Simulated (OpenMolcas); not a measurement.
# W²⁺ among point charges: CASSCF levels and susceptibility

Aim: the splitting of the states of W²⁺ in the field of 3 point charges, its lowest levels with spin-orbit coupling and its magnetic susceptibility.

Method: state-averaged CASSCF, spin-orbit coupling by RASSI with atomic mean-field integrals. Code: OpenMolcas 26.06.

1 further run of the same task is left out (it didn't finish).

## Step 1: The atom as given

- Species: W²⁺ (tungsten, Z = 74, 72 electrons)
- Basis: ANO-RCC-VTZP [8s7p5d3f2g1h], 104 functions
- Scalar Hamiltonian: DKH2, point nucleus
- Inactive shells: 1s 2s 2p 3s 3p 3d 4s 4p 4d 4f 5s 5p
- Active space: 4 electrons in 5 orbitals (5d)
- Some configurations of this space: 5d4
- Orbitals: optimised for each spin and parity, averaged over all roots

Outer shells as boxes (Hund's rule):

5d4
```
5d [↑ ][↑ ][↑ ][↑ ][  ]
```

The ion sits among 3 point charges of -3 e arranged as a planar triangle (D3h), 1.99 Å from the ion. The active orbitals were held to one l.

Each step is its own input file, run in one work folder so that later steps find the files of earlier ones. Labels, J, g values, rates, χT and fits are worked out afterwards by a script from the matrices that RASSI stores.

## Step 2: GATEWAY and SEWARD: basis and integrals

a.inp

```
&GATEWAY
Coord
1

W 0.0 0.0 0.0
Basis=ANO-RCC-VTZP
Group=NoSym
NoMove
AngMom=0.0 0.0 0.0
AMFI
XField
3 Angstrom 0
1.990000 0.000000 0.000000 -3.000000
-0.995000 1.723391 0.000000 -3.000000
-0.995000 -1.723391 0.000000 -3.000000
&SEWARD
```

Log:

```text
Basis set label: W.ANO-RCC...8S7P5D3F2G1H.

      Electronic valence basis set:
      ------------------
      Associated Effective Charge  74.000000 au
      Associated Actual Charge     74.000000 au
      Nuclear Model: Point charge

      Shell  nPrim  nBasis  Cartesian Spherical Contaminant
         s      24       8        X
         p      21       7        X
         d      15       5                 X
         f      11       3                 X
         g       4       2                 X
         h       2       1                 X
                  Relativistic Douglas-Kroll-Hess integrals:
                    - DKH order of Hamiltonian: 2
                    - DKH order of Properties : 0
                  Atomic mean-field integrals
```

## Step 3: Reference wave functions, quintets, 5 roots

a.inp

```
&RASSCF
FileOrb=start.orb
Symmetry=1
Spin=5
nActEl=4 0 0
Inactive=34
Ras2=5
CIRoot=5 5 1
SDav=5
CIMx=300
Iter=120 100
PrWF=0.3
OrbListing=Nothing
MaxOrb=0
SupSym
1
25 10 11 12 13 14 19 20 21 22 23 35 36 37 38 39 52 53 54 55 56 57 58 59
60 61
>>> COPY $Project.JobIph JOB001
```

start.orb holds the contracted functions of the basis, ordered by shell, or the orbitals of the step before.

Log:

```text
Wave function specifications:
      -----------------------------

      Number of closed shell electrons          68
      Number of electrons in active shells       4
      Max number of holes in RAS1 space          0
      Max nr of electrons in RAS3 space          0
      Number of inactive orbitals               34
      Number of active orbitals                  5
      Number of secondary orbitals              65
      Spin quantum number                      2.0
      State symmetry                             1
Orbital specifications:
      -----------------------

      Symmetry species                           1
                                                 a
      Frozen orbitals                            0
      Inactive orbitals                         34
      Active orbitals                            5
      RAS1 orbitals                              0
      RAS2 orbitals                              5
      RAS3 orbitals                              0
      Secondary orbitals                        65
      Deleted orbitals                           0
      Number of basis functions                104
      Number of CSFs                             5
      Number of root(s) required                 5
      Iter CI   SX   CI       RASSCF       Energy    max ROT     max BLB   max BLB  Level Ln srch  Step   QN
          iter iter root      energy       change     param      element    value   shift minimum  type update
 Nr of preliminary CI iterations:   1
      Total energies have been shifted. Add               -16000.00 au
        1   1   16    0  -131.40929636    0.00E+00   1.75E-01*  32  66 1 -1.14E-01*  0.00   0.00    SX    NO
        2   1   16    0  -131.46658883   -5.73E-02*  6.72E-02   27  65 1 -5.74E-02*  0.00   0.00    SX    NO
        3   1   16    0  -131.46788019   -1.29E-03*  4.18E-02   25  63 1  6.42E-02*  0.00   0.00    SX    NO
        4   1   16    0  -131.46711820    7.62E-04*  4.17E-02   27  65 1 -7.48E-02*  0.00   0.00    SX    NO
        5   1   16    0  -131.46577867    1.34E-03*  2.78E-02   27  65 1  8.77E-02*  0.00   0.46    SX   YES
        6   1   15    0  -131.47041569   -4.64E-03*  5.85E-03   27  65 1 -2.88E-02*  0.00   0.76    QN   YES
        7   1   10    0  -131.47094735   -5.32E-04*  2.01E-04   34  48 1  2.78E-04*  0.00   1.00    QN   YES
        8   1    9    0  -131.47094750   -1.50E-07*  6.48E-05   24  69 1  4.50E-05   0.00   1.04    QN   YES
        9   1    7    0  -131.47094751   -3.95E-09  -1.96E-05   27  72 1 -9.01E-06   0.00   0.81    QN   YES
      Convergence after  9 iterations
       10   1    7    0  -131.47094751   -5.29E-10  -1.96E-05   37  59 1  1.52E-06   0.00   0.81    QN   YES
      Natural orbitals and occupation numbers for root  1
      sym 1:   1.000000   1.000000   1.000000   1.000000   0.000000
      Natural orbitals and occupation numbers for root  2
      sym 1:  -0.000000   1.000000   1.000000   1.000000   1.000000
      Natural orbitals and occupation numbers for root  3
      sym 1:   1.000000  -0.000000   1.000000   1.000000   1.000000
::    RASSCF root number  1 Total energy: -16131.57413070
::    RASSCF root number  2 Total energy: -16131.57413065
::    RASSCF root number  3 Total energy: -16131.41406069
::    RASSCF root number  4 Total energy: -16131.39620775
::    RASSCF root number  5 Total energy: -16131.39620775
```

## Step 4: Reference wave functions, triplets, 45 roots

a.inp

```
&RASSCF
FileOrb=start.orb
Symmetry=1
Spin=3
nActEl=4 0 0
Inactive=34
Ras2=5
CIRoot=45 45 1
SDav=45
CIMx=300
Iter=120 100
PrWF=0.3
OrbListing=Nothing
MaxOrb=0
SupSym
1
25 10 11 12 13 14 19 20 21 22 23 35 36 37 38 39 52 53 54 55 56 57 58 59
60 61
>>> COPY $Project.JobIph JOB002
```

Log:

```text
Wave function specifications:
      -----------------------------

      Number of closed shell electrons          68
      Number of electrons in active shells       4
      Max number of holes in RAS1 space          0
      Max nr of electrons in RAS3 space          0
      Number of inactive orbitals               34
      Number of active orbitals                  5
      Number of secondary orbitals              65
      Spin quantum number                      1.0
      State symmetry                             1
Orbital specifications:
      -----------------------

      Symmetry species                           1
                                                 a
      Frozen orbitals                            0
      Inactive orbitals                         34
      Active orbitals                            5
      RAS1 orbitals                              0
      RAS2 orbitals                              5
      RAS3 orbitals                              0
      Secondary orbitals                        65
      Deleted orbitals                           0
      Number of basis functions                104
      Number of CSFs                            45
      Number of root(s) required                45
      Iter CI   SX   CI       RASSCF       Energy    max ROT     max BLB   max BLB  Level Ln srch  Step   QN
          iter iter root      energy       change     param      element    value   shift minimum  type update
 Nr of preliminary CI iterations:   1
      Total energies have been shifted. Add               -16000.00 au
        1   1   15    0  -131.38149977    0.00E+00  -3.37E-02   35  52 1 -9.02E-03*  0.00   0.00    SX    NO
        2   1   17    0  -131.38201063   -5.11E-04*  3.17E-02   32  48 1 -1.42E-02*  0.00   0.00    SX    NO
        3   1   18    0  -131.38205426   -4.36E-05*  2.91E-02   24  65 1 -1.65E-02*  0.00   0.00    SX    NO
        4   1   18    0  -131.38188012    1.74E-04*  2.94E-02   27  63 1  2.39E-02*  0.00   0.00    SX    NO
        5   1   18    0  -131.38164696    2.33E-04*  2.05E-02   28  67 1 -3.14E-02*  0.00   0.46    SX   YES
        6   1   17    0  -131.38240604   -7.59E-04*  5.15E-03   27  63 1  1.45E-02*  0.00   0.70    QN   YES
        7   1   12    0  -131.38257818   -1.72E-04*  9.84E-04   38  55 1  2.55E-04*  0.00   1.03    QN   YES
        8   1   12    0  -131.38257866   -4.77E-07*  3.00E-04   24  72 1 -3.53E-04*  0.00   0.64    QN   YES
        9   1    7    0  -131.38257889   -2.33E-07*  2.08E-06   30  75 1  1.35E-05   0.00   0.99    QN   YES
       10   1    5    0  -131.38257889   -1.11E-10   7.71E-07   26  66 1  1.06E-06   0.00   0.90    QN   YES
      Convergence after 10 iterations
       11   1    5    0  -131.38257889   -5.09E-11   7.71E-07   32  45 1 -1.96E-07   0.00   0.90    QN   YES
      Natural orbitals and occupation numbers for root  1
      sym 1:   0.016201   0.993932   1.002911   1.977940   0.009016
      Natural orbitals and occupation numbers for root  2
      sym 1:   0.016201   1.977940   0.993932   1.002911   0.009016
      Natural orbitals and occupation numbers for root  3
      sym 1:   0.022843   1.959083   0.997616   0.997616   0.022843
::    RASSCF root number  1 Total energy: -16131.62423934
::    RASSCF root number  2 Total energy: -16131.62423933
::    RASSCF root number  3 Total energy: -16131.59737663
::    RASSCF root number  4 Total energy: -16131.52573402
::    RASSCF root number  5 Total energy: -16131.52573402
::    RASSCF root number  6 Total energy: -16131.52301458
::    RASSCF root number  7 Total energy: -16131.52301457
::    RASSCF root number  8 Total energy: -16131.51789508
::    RASSCF root number  9 Total energy: -16131.51789508
::    RASSCF root number 10 Total energy: -16131.51613738
::    RASSCF root number 11 Total energy: -16131.51613734
::    RASSCF root number 12 Total energy: -16131.50666064
::    RASSCF root number 13 Total energy: -16131.50258114
::    RASSCF root number 14 Total energy: -16131.49676622
::    RASSCF root number 15 Total energy: -16131.49676620
::    RASSCF root number 16 Total energy: -16131.47844056
::    RASSCF root number 17 Total energy: -16131.47844056
::    RASSCF root number 18 Total energy: -16131.47546194
::    RASSCF root number 19 Total energy: -16131.47546193
::    RASSCF root number 20 Total energy: -16131.46571833
::    RASSCF root number 21 Total energy: -16131.46571832
::    RASSCF root number 22 Total energy: -16131.34861163
::    RASSCF root number 23 Total energy: -16131.34861163
::    RASSCF root number 24 Total energy: -16131.34212134
::    RASSCF root number 25 Total energy: -16131.34212134
::    RASSCF root number 26 Total energy: -16131.34069268
::    RASSCF root number 27 Total energy: -16131.33661742
::    RASSCF root number 28 Total energy: -16131.33661741
::    RASSCF root number 29 Total energy: -16131.33428962
::    RASSCF root number 30 Total energy: -16131.33365226
```

## Step 5: Reference wave functions, singlets, 50 roots

a.inp

```
&RASSCF
FileOrb=start.orb
Symmetry=1
Spin=1
nActEl=4 0 0
Inactive=34
Ras2=5
CIRoot=50 50 1
SDav=50
CIMx=300
Iter=120 100
PrWF=0.3
OrbListing=Nothing
MaxOrb=0
SupSym
1
25 10 11 12 13 14 19 20 21 22 23 35 36 37 38 39 52 53 54 55 56 57 58 59
60 61
>>> COPY $Project.JobIph JOB003
```

Log:

```text
Wave function specifications:
      -----------------------------

      Number of closed shell electrons          68
      Number of electrons in active shells       4
      Max number of holes in RAS1 space          0
      Max nr of electrons in RAS3 space          0
      Number of inactive orbitals               34
      Number of active orbitals                  5
      Number of secondary orbitals              65
      Spin quantum number                      0.0
      State symmetry                             1
Orbital specifications:
      -----------------------

      Symmetry species                           1
                                                 a
      Frozen orbitals                            0
      Inactive orbitals                         34
      Active orbitals                            5
      RAS1 orbitals                              0
      RAS2 orbitals                              5
      RAS3 orbitals                              0
      Secondary orbitals                        65
      Deleted orbitals                           0
      Number of basis functions                104
      Number of CSFs                            50
      Number of root(s) required                50
      Iter CI   SX   CI       RASSCF       Energy    max ROT     max BLB   max BLB  Level Ln srch  Step   QN
          iter iter root      energy       change     param      element    value   shift minimum  type update
 Nr of preliminary CI iterations:   1
      Total energies have been shifted. Add               -16000.00 au
        1   1   13    0  -131.33893162    0.00E+00  -1.66E-02   35  52 1 -4.12E-03*  0.00   0.00    SX    NO
        2   1   15    0  -131.33903951   -1.08E-04*  1.86E-02   32  48 1 -7.14E-03*  0.00   0.00    SX    NO
        3   1   16    0  -131.33901796    2.15E-05*  1.90E-02   24  65 1 -8.72E-03*  0.00   0.00    SX    NO
        4   1   16    0  -131.33893348    8.45E-05*  2.10E-02   28  67 1  1.33E-02*  0.00   0.00    SX    NO
        5   1   16    0  -131.33880854    1.25E-04*  1.60E-02   27  63 1 -1.84E-02*  0.00   0.45    SX   YES
        6   1   15    0  -131.33910391   -2.95E-04*  4.57E-03   27  63 1  9.80E-03*  0.00   0.67    QN   YES
        7   1   12    0  -131.33919797   -9.41E-05*  7.03E-04   24  72 1  2.12E-04*  0.00   1.03    QN   YES
        8   1   11    0  -131.33919818   -2.07E-07*  2.20E-04   28  67 1  3.03E-04*  0.00   0.62    QN   YES
        9   1    7    0  -131.33919831   -1.33E-07*  2.42E-06   28  67 1 -1.10E-05   0.00   0.99    QN   YES
       10   1    4    0  -131.33919831   -1.24E-10   4.83E-07   30  68 1  7.34E-07   0.00   0.98    QN   YES
      Convergence after 10 iterations
       11   1    4    0  -131.33919831    1.64E-11   4.83E-07   30  75 1 -1.36E-07   0.00   0.98    QN   YES
      Natural orbitals and occupation numbers for root  1
      sym 1:   0.012265   0.046891   1.964289   1.964289   0.012265
      Natural orbitals and occupation numbers for root  2
      sym 1:   0.024647   1.970243   1.014162   0.983417   0.007530
      Natural orbitals and occupation numbers for root  3
      sym 1:   0.007530   1.014162   1.970243   0.983417   0.024647
::    RASSCF root number  1 Total energy: -16131.61972692
::    RASSCF root number  2 Total energy: -16131.60041664
::    RASSCF root number  3 Total energy: -16131.60041663
::    RASSCF root number  4 Total energy: -16131.56975005
::    RASSCF root number  5 Total energy: -16131.56975005
::    RASSCF root number  6 Total energy: -16131.55069171
::    RASSCF root number  7 Total energy: -16131.50203403
::    RASSCF root number  8 Total energy: -16131.50203403
::    RASSCF root number  9 Total energy: -16131.48423580
::    RASSCF root number 10 Total energy: -16131.48423576
::    RASSCF root number 11 Total energy: -16131.47333764
::    RASSCF root number 12 Total energy: -16131.47333764
::    RASSCF root number 13 Total energy: -16131.47217654
::    RASSCF root number 14 Total energy: -16131.47217653
::    RASSCF root number 15 Total energy: -16131.45254167
::    RASSCF root number 16 Total energy: -16131.44386887
::    RASSCF root number 17 Total energy: -16131.44386887
::    RASSCF root number 18 Total energy: -16131.44323241
::    RASSCF root number 19 Total energy: -16131.43287620
::    RASSCF root number 20 Total energy: -16131.43287616
::    RASSCF root number 21 Total energy: -16131.43146655
::    RASSCF root number 22 Total energy: -16131.43146655
::    RASSCF root number 23 Total energy: -16131.33285638
::    RASSCF root number 24 Total energy: -16131.33285638
::    RASSCF root number 25 Total energy: -16131.31755304
::    RASSCF root number 26 Total energy: -16131.30996987
::    RASSCF root number 27 Total energy: -16131.30996987
::    RASSCF root number 28 Total energy: -16131.29663828
::    RASSCF root number 29 Total energy: -16131.29663823
::    RASSCF root number 30 Total energy: -16131.29515684
```

(Part 1 of 2 ends here.)
